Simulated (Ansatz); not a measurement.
**C3H9In (trimethylindium (TMIn)): HF/3-21G**

Aim: the electronic atomisation energy of C3H9In (trimethylindium (TMIn)) at HF/3-21G, from 4 runs. 

The calculation is run with Ansatz 0.2.0.

35 further runs of the same task are left out: 2 that didn't finish, 33 set aside as unsound or not needed.

## (1) The system as given

C3H9In: 13 atoms, total charge 0, spin state singlet. As SMILES, `[CH3][In]([CH3])[CH3]`. Geometry: relaxed at PBE0-D4/def2-TZVP.

Bond lengths: C1–In2 2.164 Å, In2–C3 2.164 Å, In2–C4 2.164 Å, C1–H5 1.091 Å, C1–H6 1.094 Å, C1–H7 1.091 Å, C3–H8 1.091 Å, C3–H9 1.091 Å, C3–H10 1.094 Å, C4–H11 1.091 Å, C4–H12 1.094 Å, C4–H13 1.091 Å. Some angles: C1–In2–C3 120.0°, C1–In2–C4 120.1°, C3–In2–C4 119.9°, In2–C1–H5 111.3°, In2–C1–H6 109.3°, In2–C1–H7 111.3°, In2–C3–H8 111.3°, In2–C3–H9 111.4°, In2–C3–H10 109.2°, In2–C4–H11 111.4°.

## (2) A single-point energy at HF/3-21G

Input file molecule.yaml:

```yaml
crystal:
  periodic: [false, false, false]
  atoms:
    - {symbol: C, position_ang: [-0.506200, 1.897900, -0.902800]}
    - {symbol: In, position_ang: [0.007900, -0.003300, -0.006900]}
    - {symbol: C, position_ang: [1.475300, -0.088600, 1.581000]}
    - {symbol: C, position_ang: [-0.956600, -1.818200, -0.683200]}
    - {symbol: H, position_ang: [0.329400, 2.598000, -0.853700]}
    - {symbol: H, position_ang: [-1.344900, 2.339400, -0.357000]}
    - {symbol: H, position_ang: [-0.811500, 1.777000, -1.943300]}
    - {symbol: H, position_ang: [1.276400, -0.918200, 2.261200]}
    - {symbol: H, position_ang: [1.500700, 0.842500, 2.149300]}
    - {symbol: H, position_ang: [2.467200, -0.242700, 1.146600]}
    - {symbol: H, position_ang: [-1.254700, -1.743900, -1.730100]}
    - {symbol: H, position_ang: [-1.858700, -1.990800, -0.089300]}
    - {symbol: H, position_ang: [-0.304000, -2.683700, -0.557100]}
basis:
  gaussian: {orbitals: 3-21G-spherical.json}
accuracy: high
output: {orbitals: {seedname: orbitals}}
hamiltonian: {xc: hf}
```

The basis set 3-21G is read from a file made from the Basis Set Exchange's data (not shown).

The run is started by

```sh
$ ansatz run molecule.yaml --threads 1 --pin off --max-ram 3480MiB --events-out events.jsonl --progress --plain --runs-dir runs
```

The program printed:

```text
Warning: RAYON_NUM_THREADS=1 ignored (pool sized by the plan → 1); use --threads N
Functional definition: HF
  name "HF"
  exchange = exact_x
  correlation = 0
1757 factors; integrals over basis functions are off by at most 1.4e-8 eV
mean field evaluation 1: about -158719.2328 eV, gradient 3.1e1 eV
mean field evaluation 2: about -158719.4515 eV, gradient 3.1e1 eV
mean field evaluation 4: about -158721.8398 eV, gradient 2.0e0 eV
mean field evaluation 8: about -158721.8568 eV, gradient 1.8e-4 eV
mean field -158721.85678942 eV, -5832.9206514725 hartree, gradient 1.2e-8 eV, S^2 0.000000; 0 other end points of the search recorded, 0 dependent functions left out
reference -158721.85678942 eV, -5832.9206514725 hartree; 38, 38 occupied and 38, 38 virtual orbitals, 1757 factors
Total energy: -158721.85678942 eV, -5832.9206514725 hartree
```

Wall time 2.6 s (1 thread of Arm Neoverse V1, shared host); peak memory 0.23 GiB.

## (3) The C atom

Input file run.yaml:

```yaml
crystal:
  periodic: [false, false, false]
  atoms:
    - {symbol: C, position_ang: [0.000000, 0.000000, 0.000000]}
basis:
  gaussian:
    orbitals: 3-21G.json
magnetization:
  spin_polarized: true
  initial_magnetization: 2
hamiltonian:
  xc: hf
accuracy: high
```

The basis set 3-21G is read from a file made from the Basis Set Exchange's data (not shown).

Run the same way, it converges to -37.48107 Eh (log not shown).

## (4) The H atom at the same level

Input file molecule.yaml:

```yaml
crystal:
  periodic: [false, false, false]
  atoms:
    - {symbol: H, position_ang: [0.000000, 0.000000, 0.000000]}
basis:
  gaussian:
    orbitals: 3-21G.json
magnetization:
  spin_polarized: true
  initial_magnetization: 1
hamiltonian:
  xc: hf
accuracy: high
```

The basis set 3-21G is read from a file made from the Basis Set Exchange's data (not shown).

Run the same way, it converges to -0.49620 Eh (log not shown).

## (5) The In atom

Input file in.yaml:

```yaml
crystal:
  periodic: [false, false, false]
  atoms:
    - symbol: In
      position_ang: [0.000000, 0.000000, 0.000000]
basis:
  gaussian:
    orbitals: 3-21G-spherical.json
accuracy: high
magnetization:
  spin_polarized: true
  initial_magnetization: 1
hamiltonian:
  xc: hf
```

The basis set 3-21G is read from a file made from the Basis Set Exchange's data (not shown).

The run is started by

```sh
$ ansatz run in.yaml --threads 1 --pin off --max-ram 3480MiB --events-out events.jsonl --progress --plain --runs-dir runs
```

The program printed:

```text
Warning: RAYON_NUM_THREADS=1 ignored (pool sized by the plan → 1); use --threads N
Functional definition: HF
  name "HF"
  exchange = exact_x
  correlation = 0
291 factors; integrals over basis functions are off by at most 4.8e-9 eV
mean field evaluation 1: about -155505.4357 eV, gradient 1.8e0 eV
mean field evaluation 2: about -155505.4517 eV, gradient 1.8e0 eV
mean field evaluation 4: about -155505.5287 eV, gradient 6.1e-2 eV
mean field evaluation 8: about -155505.5284 eV, gradient 1.3e-4 eV
mean field evaluation 16: about -155505.5283 eV, gradient 1.8e-2 eV
mean field -155505.52835575 eV, -5714.7227616408 hartree, gradient 1.6e-8 eV, S^2 0.750435; 3 other end points of the search recorded, 0 dependent functions left out
reference -155505.52835575 eV, -5714.7227616408 hartree; 25, 24 occupied and 6, 7 virtual orbitals, 291 factors
Total energy: -155505.52835575 eV, -5714.7227616408 hartree
```

It took 0.32 s on 1 thread of Arm Neoverse V1, shared host.

## (6) Summary of results

At HF/3-21G:

```
                     quantity           value
       molecule: total energy  -5832.92065 Eh
        molecule: HOMO energy        -9.56 eV
        molecule: LUMO energy         1.89 eV
      molecule: HOMO–LUMO gap        11.45 eV
         C atom: total energy    -37.48107 Eh
                 C atom: ⟨S²⟩           2.001
         H atom: total energy     -0.49620 Eh
                 H atom: ⟨S²⟩           0.750
        In atom: total energy  -5714.72276 Eh
                In atom: ⟨S²⟩           0.750
electronic atomisation energy       35.073 eV
```

Taking the molecule apart into free atoms costs 35.07 eV (3384 kJ/mol), before zero-point energy and without spin-orbit coupling. Hartree–Fock lacks the correlation of the bonding pairs, which as a rule makes this value much too low; in minimal bases other errors can mask that. The basis has no polarisation functions, which makes bonds too weak. Relativity is left out (molecule) although the molecule holds a heavy atom. Relativity is left out (In atom) although the molecule holds a heavy atom.
